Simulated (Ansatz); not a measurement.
# CdCo2N2 (C2/m) in Ansatz: notebook

One crystal, CdCo2N2, is run at these levels: PBE; tasks: single point.

Everything below comes from runs of Ansatz 0.2.0. Logs are shortened: lines on timing, memory, paths and dates and some standing lists are left out, and cuts for length are marked.

## 1. Starting point

Symmetry: C2/m, No. 12, monoclinic system. Conventional cell: a = 5.310 Å, b = 3.064 Å, c = 8.517 Å, α = 90.00°, β = 102.98°, γ = 90.00°. Cd (site symmetry 2/m) is surrounded by 6 Cd at 3.06 to 3.07 Å and 2 Co at 3.29 Å and 6 N at 3.37 to 3.42 Å. Co (site symmetry m) is surrounded by 3 N at 1.82 Å. N (site symmetry m) is surrounded by 3 Co at 1.82 Å.

The cell comes from a database or a generator and needn't be the stable form of this composition.

## 2. Single point, PBE, collinear spin, ferromagnetic start

File input.yaml:

```yaml
crystal:
  lattice:
    - [2.6551227765, -1.532112075, 0.0]
    - [2.6551227765, 1.532112075, 0.0]
    - [-1.9130954774, 0.0, 8.2997261586]
  atoms:
    - { symbol: Cd, position: [0.5, 0.5, 0.5] }
    - { symbol: Co, position: [0.6292305, 0.6292305, 0.896765], spin: 3.5 }
    - { symbol: Co, position: [0.3707695, 0.3707695, 0.103235], spin: 3.5 }
    - { symbol: "N", position: [0.721775, 0.721775, 0.152433] }
    - { symbol: "N", position: [0.278225, 0.278225, 0.847567] }
hamiltonian:
  xc: pbe
  pseudopotentials: { kind: paw }
magnetization:
  spin_polarized: true
kpoints:
  mp_grid: { grid: [8, 8, 3] }
scf:
  occupations: { method: fermi_dirac, width: 0.05 }
output:
  forces: true
  stress: true
  eigenvalues: true
```

Potentials or basis: Ansatz PAW.

Started as:

```bash
$ ansatz run input.yaml --threads 2 --pin off --max-ram 5632MiB --backend cpu --events-out ev --progress --plain --runs-dir out
```

The log of the run:

```text
Warning: where an SCF of this run starts from atoms to list the orders of its open shells, Co (sites 1, 2, from 0) starts with 3.00 μB on its 3d shell, in the place of the 3.50 μB that the deck gives it: its open shells can hold no more by Hund's first rule. To start from spheres of the given moment, type scf.initial_density.shell_occupations: []
Warning: RAYON_NUM_THREADS=2 ignored (pool sized by the plan → 2); use --threads N
Engine: ansatz 0.2.0, x86_64-unknown-linux-gnu
Pseudopotentials: kind: paw
Pseudopotential: Cd, paw, valence charge 20, recommended cutoff 420 eV (normal), Cd.paw.azcp
Pseudopotential: Co, paw, valence charge 17, recommended cutoff 420 eV (normal), Co.paw.azcp
Pseudopotential: N, paw, valence charge 5, recommended cutoff 420 eV (normal), N.paw.azcp
Functional definition: PBE
  parameter kappa = 0.804
  parameter beta = 0.06672455060314922
  exchange = pbe_x(kappa = kappa, mu = beta*pi^2/3)
  correlation = pbe_c(beta = beta)
Crystal: 5 atoms, lattice volume = 67.526 Å³
Basis set: ecut = 420 eV, 1307 PW (Γ), exchange–correlation on 48×48×120 points (8 copies of the dense FFT grid, shifted against one another)
Bands: 43, of which v1, the nominal top of the filled ones, is band 32 counted from 1 (31 counted from 0)
Symmetry: 4 space group operations
Space group: C2/m (ITA 12), of the structure as read, at distance tolerance 4.1e-5 Å
Magnetic group: BNS 12.58 (UNI 65), of the structure as read, at distance tolerance 4.1e-5 Å
k-points: 57 of 192
Non-local potential: Cd, projectors of the file, l = 0: 3, l = 1: 2, l = 2: 2, l = 3: 1
Non-local potential: Co, projectors of the file, l = 0: 3, l = 1: 2, l = 2: 3, l = 3: 1
Non-local potential: N, projectors of the file, l = 0: 2, l = 1: 2, l = 2: 1
PAW form: soft (Blöchl's): semilocal exchange-correlation on the pseudo side does not see the compensation charge
PAW one-centre angular grid: Cd, 590 points (default); XC on 64 Gauss nodes
PAW one-centre angular grid: Co, 590 points (default); XC on 64 Gauss nodes
PAW one-centre angular grid: N, 110 points (default); XC on 64 Gauss nodes
Initial density: superposition of atomic densities (chi_scale 0.1, normalization cell, long waves 75 % of neutral atoms (reshape's long-wave potential 1.75 eV rms, cloud 2.15 Å wide))
Starting moments: Σ|m| = 7 μB on 2 of 5 sites
Initial wavefunctions: pseudopotential atomic-orbital guess
Functional: x = pbe(κ = 0.804, μ = 0.2195149727645171), c = pbe(β = 0.06672455060314922)
SCF iter   1: F=—  HF=-19272.753250 eV  |F-HF|=—  |Δ(HF+E_count)|=         —  Δρ=1.58e-1 (↑1.58e-1 ↓8.63e-2)  dr2=5.01e0  dr2_m=8.61e0  M=2.636 μB ∫|m|=2.786 μB  β_m=0.30  ethr=3.10e-3  ⟨swp⟩=6.3  Hψ=17798  notcnv=0  defer=5
Mixer restart at iter 1: flushing history
preconditioner: auto → Kerker (q_TF=auto, 2.704 Å⁻¹)  [metal: Δε(μ)=0.000 eV  Ē_g=11.750 eV  σ=0.050 eV  W_gap=0.00  n_scr=30 (ndim 8)  ℏωp=28.6 eV  f_vac=0.015  D(μ)=6.04/eV (n_scr^D=60)]
spin=Collinear: Kerker preconditioning applied to the charge; magnetization (m = ρ↑ − ρ↓) channel mixes plain (no charge-response kernel on spin).
SCF iter   2: F=—  HF=-19271.800651 eV  |F-HF|=—  |Δ(HF+E_count)|=         —  Δρ=1.56e-1 (↑1.52e-1 ↓1.56e-1)  dr2=8.66e-1  dr2_m=1.44e1  M=0.948 μB ∫|m|=1.203 μB  β_m=0.30  ethr=3.10e-3  ⟨swp⟩=2.1  Hψ=7535  notcnv=0  defer=353
Mixer restart at iter 2: flushing history
SCF iter   3: F=—  HF=-19272.296573 eV  |F-HF|=—  |Δ(HF+E_count)|=   4.96e-1  Δρ=1.33e-1 (↑1.18e-1 ↓1.33e-1)  dr2=6.66e-1  dr2_m=9.65e0  M=0.572 μB ∫|m|=0.807 μB  β_m=0.51  ethr=1.35e-3  ⟨swp⟩=2.2  Hψ=6394  notcnv=0  defer=352
SCF iter   4: F=—  HF=-19273.534640 eV  |F-HF|=—  |Δ(HF+E_count)|=    1.24e0  Δρ=1.95e-2 (↑1.95e-2 ↓1.07e-2)  dr2=3.88e-1  dr2_m=1.92e-2  M=0.005 μB ∫|m|=0.065 μB  β_m=0.55  ethr=1.04e-3  ⟨swp⟩=3.0  Hψ=10666  notcnv=0  defer=380
SCF iter   5: F=—  HF=-19273.427841 eV  |F-HF|=—  |Δ(HF+E_count)|=   1.07e-1  Δρ=1.18e-2 (↑1.18e-2 ↓4.00e-3)  dr2=3.72e-1  dr2_m=1.42e-2  M=-0.024 μB ∫|m|=0.030 μB  β_m=0.55  ethr=6.06e-4  ⟨swp⟩=2.0  Hψ=7680  notcnv=0  defer=394
SCF iter   6: F=—  HF=-19273.396614 eV  |F-HF|=—  |Δ(HF+E_count)|=   3.12e-2  Δρ=3.30e-3 (↑3.10e-3 ↓3.30e-3)  dr2=6.88e-2  dr2_m=1.09e-3  M=0.001 μB ∫|m|=0.026 μB  β_m=0.69  ethr=5.81e-4  ⟨swp⟩=2.0  Hψ=5851  notcnv=0  defer=387
SCF iter   7: F=—  HF=-19273.392233 eV  |F-HF|=—  |Δ(HF+E_count)|=   4.38e-3  Δρ=3.37e-3 (↑3.37e-3 ↓1.46e-3)  dr2=1.48e-2  dr2_m=1.31e-3  M=0.005 μB ∫|m|=0.016 μB  β_m=0.85  ethr=1.07e-4  ⟨swp⟩=2.0  Hψ=5958  notcnv=0  defer=389
SCF iter   8: F=—  HF=-19273.394020 eV  |F-HF|=—  |Δ(HF+E_count)|=   1.79e-3  Δρ=2.80e-3 (↑1.15e-3 ↓2.80e-3)  dr2=7.06e-3  dr2_m=5.69e-4  M=-0.004 μB ∫|m|=0.005 μB  β_m=0.89  ethr=2.32e-5  ⟨swp⟩=1.9  Hψ=7066  notcnv=0  defer=387
SCF iter   9: F=—  HF=-19273.393769 eV  |F-HF|=—  |Δ(HF+E_count)|=   2.51e-4  Δρ=7.16e-4 (↑7.16e-4 ↓4.01e-4)  dr2=9.11e-4  dr2_m=2.57e-5  M=-0.001 μB ∫|m|=0.002 μB  β_m=0.95  ethr=1.10e-5  ⟨swp⟩=2.1  Hψ=7149  notcnv=0  defer=393
SCF iter  10: F=—  HF=-19273.393824 eV  |F-HF|=—  |Δ(HF+E_count)|=   5.46e-5  Δρ=3.94e-4 (↑3.28e-4 ↓3.94e-4)  dr2=3.66e-4  dr2_m=8.87e-7  M=0.000 μB ∫|m|=0.000 μB  β_m=0.97  ethr=1.42e-6  ⟨swp⟩=1.2  Hψ=5573  notcnv=0  defer=391
SCF iter  11: F=—  HF=-19273.393818 eV  |F-HF|=—  |Δ(HF+E_count)|=   6.08e-6  Δρ=1.34e-4 (↑8.71e-5 ↓1.34e-4)  dr2=2.44e-5  dr2_m=6.24e-7  M=-0.000 μB ∫|m|=0.000 μB  β_m=0.91  ethr=5.72e-7  ⟨swp⟩=2.1  Hψ=6743  notcnv=0  defer=391
SCF iter  12: F=—  HF=-19273.393848 eV  |F-HF|=—  |Δ(HF+E_count)|=   3.05e-5  Δρ=3.61e-5 (↑2.32e-5 ↓3.61e-5)  dr2=1.99e-6  dr2_m=5.21e-8  M=-0.000 μB ∫|m|=0.000 μB  β_m=0.95  ethr=3.81e-8  ⟨swp⟩=2.2  Hψ=8018  notcnv=0  defer=391
SCF iter  13: F=—  HF=-19273.393848 eV  |F-HF|=—  |Δ(HF+E_count)|=   3.14e-7  Δρ=8.68e-6 (↑8.68e-6 ↓7.65e-6)  dr2=3.24e-7  dr2_m=1.04e-9  M=0.000 μB ∫|m|=0.000 μB  β_m=0.98  ethr=3.11e-9  ⟨swp⟩=2.0  Hψ=6194  notcnv=0  defer=391
SCF iter  14: F=—  HF=-19273.393848 eV  |F-HF|=—  |Δ(HF+E_count)|=   3.83e-8  Δρ=9.94e-6 (↑9.94e-6 ↓9.65e-6)  dr2=2.49e-7  dr2_m=2.50e-11  M=0.000 μB ∫|m|=0.000 μB  β_m=0.88  ethr=5.07e-10  ⟨swp⟩=1.7  Hψ=5666  notcnv=0  defer=391
SCF iter  15: F=—  HF=-19273.393848 eV  |F-HF|=—  |Δ(HF+E_count)|=   2.72e-8  Δρ=2.72e-6 (↑2.68e-6 ↓2.72e-6)  dr2=1.66e-8  dr2_m=1.37e-11  M=-0.000 μB ∫|m|=0.000 μB  β_m=0.94  ethr=3.89e-10  ⟨swp⟩=2.0  Hψ=5852  notcnv=0  defer=391
SCF iter  16: F=-19273.393848 eV  HF=-19273.393848 eV  |F-HF|=1.89e-9  |Δ(HF+E_count)|=   1.24e-9  Δρ=1.15e-6 (↑1.15e-6 ↓1.09e-6)  dr2=2.46e-9  dr2_m=3.94e-12  M=-0.000 μB ∫|m|=0.000 μB  ethr=2.60e-11  ⟨swp⟩=7.7  Hψ=17489  notcnv=0
SCF 1 converged in 16 iterations: F = -19273.393848 eV  dr2 = 2.46e-9
WARN: the starting moments were not kept: the SCF closed with an absolute magnetisation of 3.2e-6 μB, where they sum to 7 μB in size (2 sites). That is at most 0.1 of that sum. Measured as dr2_m measures the in/out step, that magnetisation stands 2.6e-12 eV from none, at or under the dr2_threshold of 1.0e-7 eV: it is no larger than a step whose dr2_m would equal this threshold. The system may hold no moment; this SCF shows only that its start led to no more than that. To try another start: raise the starting moments (crystal.atoms[].spin, magnetization.per_species, magnetization.initial_magnetization, or on a non-collinear deck that types none of these the spinor_matrix: blocks that start its atoms; where the total moment is fixed, keep their sum and leave initial_magnetization as it is; typed ones take the place of any that the run laid by itself, positive ones on a crystal's lanthanoids without a Hubbard term where scf.initial_density.shell_occupations: [] is typed) or, if the notice of its spin-set hold's release reads "site moments contracting" or "site moments show no strong build", lengthen the hold (scf.mixing.spin_hold: { on: { confirm: 4 } }; for m-r²SCAN on two components see the key's manual first). Each may lead to a state that holds a moment. A second SCF, from the converged charge density, with the starting moments and any scf.initial_density.shell_occupations laid on it anew, would have followed, and was not run: the deck does not ask for one (magnetization.retry_lost_moments is false, the default). To let it run, set magnetization.retry_lost_moments: true and run the deck again, where that key's refused combinations let it; where memory then withholds it, that run's warning says so.
SCF converged after 16 iterations
Magnetization: -0.0000 μB (32.0000 up, 32.0000 down)
Absolute magnetization: 0.0000 μB (∫|ρ↑−ρ↓|, with the PAW one-centre terms)
Spin contamination: 0.0000 ħ² per cell (⟨S²⟩ above its minimum at these occupations)
Per-site moments (μB) at R_I (Å): [(5.961116532015116e-10, 1.263992461875), (3.1589787846470207e-7, 0.7491036842988256), (3.1589787825438495e-7, 0.7491036842988256), (-6.491009476552984e-7, 0.7491036842988256), (-6.491009476158061e-7, 0.7491036842988256)]
Free energy (F): -19273.393848 eV
Harris-Foulkes:  -19273.393848 eV  (|F-HF|=1.89e-9)
Internal energy: -19273.375808 eV  (E = F + TS)
E sigma→0 (E₀):  -19273.384828 eV
Entropy (-TS):   -0.018040 eV (-3.608 meV/atom)
Fermi energy:    11.967983 eV
--- Per-component energies (eV) ---
  E_band       = -1145.967733
  E_kinetic    = 1666.268480
  E_local      = -12264.292139  (includes V_loc(G=0)·N_el)
  E_nonlocal   = 1034.189824
  E_hartree    = 5375.393237
  E_xc         = -612.617272
  E_vxc        = -781.735503  (∫ρ·V_xc dr)
  E_paw        = -7364.893492  (= ΣΔE_a)
  E_vpaw       = -1551.190201  (= ΣTr[D̂ρ^β])
  E_aug_tail   = 0.000307  (compensation charges beyond the density's cutoff)
  E_ewald      = -7107.424753
  E_smearing   = -0.018040  (= −TS)
  E_closure    = 0.000000  (closes the sum)
  Σ components = -19273.393848   (vs F -19273.393848, Δ=0.00e0)
--- Forces (eV/Å), atoms counted from 1 ---
  atom   1  Cd    -0.00000000     0.00000000    -0.00000000
  atom   2  Co     0.00713184    -0.00000000    -0.07235033
  atom   3  Co    -0.00713184     0.00000000     0.07235033
  atom   4  N     -0.00477628     0.00000000    -0.09103348
  atom   5  N      0.00477628    -0.00000000     0.09103348
  max |Σ_I F_I| component: 1.39e-17 eV/Å
--- Stress (GPa, compression-positive) ---
       -1.068960      -0.000000       0.035977
       -0.000000      -1.089748       0.000000
        0.035977       0.000000      -0.148402
  P = ⅓ Tr σ = -0.7690 GPa (-7.690 kbar)
--- Band table (eV; the first three rows and the last of 114) ---
  k-point 0 ↑: bands = ["-90.3904", "-83.7460", "-83.7130", "-51.4530", "-51.4204", "-51.4196", "-47.1041", "-47.1035", "-47.0482", "-47.0468", "-46.9907", "-46.8632", "-4.8419", "-3.9039", "3.1258", "3.5416", "3.5442", "4.0633", "4.0633", "5.2893", "5.8145", "5.8161", "6.1512", "6.1525", "6.4229", "7.7683", "9.4652", "9.4712", "10.3699", "10.8919", "10.8937", "13.2130", "14.5562", "14.7554", "14.7589", "14.8392", "14.8404", "16.0343", "20.2393", "21.6145", "26.0487", "26.2261", "26.2507"]
  k-point 1 ↑: bands = ["-90.3904", "-83.7460", "-83.7130", "-51.4530", "-51.4204", "-51.4196", "-47.1041", "-47.1035", "-47.0482", "-47.0468", "-46.9907", "-46.8632", "-4.8391", "-3.9080", "3.1252", "3.5416", "3.5442", "4.0631", "4.0632", "5.3810", "5.8154", "5.8174", "6.1503", "6.1518", "6.1977", "8.0472", "9.4641", "9.4701", "10.1583", "10.8929", "10.8948", "13.3986", "14.0373", "14.7543", "14.7573", "14.8408", "14.8415", "16.8186", "19.5058", "22.4344", "24.5891", "26.3543", "26.3905"]
  k-point 2 ↑: bands = ["-90.3901", "-83.7445", "-83.7137", "-51.4525", "-51.4254", "-51.4212", "-47.1097", "-47.1064", "-47.0604", "-47.0469", "-46.9796", "-46.8649", "-4.6681", "-3.7902", "3.2360", "3.5095", "3.6584", "3.9527", "4.0443", "5.4130", "5.6868", "5.9436", "5.9770", "6.3024", "6.6125", "7.8940", "9.3834", "9.5220", "10.3829", "10.9004", "11.0595", "13.3208", "14.0553", "14.2830", "14.3257", "14.5817", "14.7160", "16.5320", "20.8002", "21.5662", "24.2691", "24.9515", "25.9802"]
  k-point 56 ↓: bands = ["-90.3879", "-83.7324", "-83.7217", "-51.4552", "-51.4494", "-51.4297", "-47.1420", "-47.1222", "-47.1089", "-47.0474", "-46.9252", "-46.8885", "-3.4570", "-3.1723", "2.9901", "3.4143", "3.9359", "3.9831", "4.3974", "5.1050", "5.2705", "6.5245", "7.1896", "7.4531", "7.4611", "9.1023", "9.7342", "10.1206", "10.5385", "10.8102", "10.8422", "11.4775", "11.8557", "12.3574", "13.1797", "13.2046", "13.4177", "17.3795", "19.4941", "19.8725", "22.0596", "22.2374", "23.0937"]
```

It took 17 s on 2 threads of Intel Xeon Platinum 8259CL at 2.50GHz (Skylake/Cascade Lake), shared host; peak memory 0.6 GiB.

Results:

```
Free energy            : -19273.3938 eV
Pressure               : -0.8 GPa
Largest force          : 0.091 eV/Å
Band gap on the k mesh : none (metal or under the smearing width)
Net moment             : 0.00 μB per cell
Absolute moment        : 0.00 μB per cell
```

Forces on the atoms (eV/Å):
```
Cd   0.000  0.000  0.000
Co   0.007  0.000 -0.072
Co  -0.007  0.000  0.072
N   -0.005  0.000 -0.091
N    0.005  0.000  0.091
```

Stress tensor (GPa, compression positive):
```
-1.07  0.00  0.04
 0.00 -1.09  0.00
 0.04  0.00 -0.15
```

Levels at points of the mesh, in eV from the Fermi level:
Spin up:
| k point | band 30 | band 31 | band 32 | band 33 | band 34 | band 35 |
| --- | --- | --- | --- | --- | --- | --- |
| (0.00, 0.00, 0.00) | -1.08 | -1.07 | 1.24 | 2.59 | 2.79 | 2.79 |
| (0.00, -0.50, 0.00) | -1.16 | -1.13 | -0.49 | -0.08 | 0.33 | 1.21 |
| (-0.50, -0.50, 0.00) | -1.14 | -1.12 | -0.49 | -0.11 | 0.65 | 0.89 |
Spin down:
```tsv
k point	band 30	band 31	band 32	band 33	band 34	band 35
(0.00, 0.00, 0.00)	-1.08	-1.07	1.24	2.59	2.79	2.79
(0.00, -0.50, 0.00)	-1.16	-1.13	-0.49	-0.08	0.33	1.21
(-0.50, -0.50, 0.00)	-1.14	-1.12	-0.49	-0.11	0.65	0.89
```

Caveat: the starting moments collapsed, and a magnetic state may lie lower; the pressure holds a Pulay correction of +0.4 GPa for the finite cutoff; the starting moments weren't kept. With open d or f shells a metallic result of PBE can be an artefact of self-interaction; +U or a hybrid may open a gap.

[end of part 1 of 2]
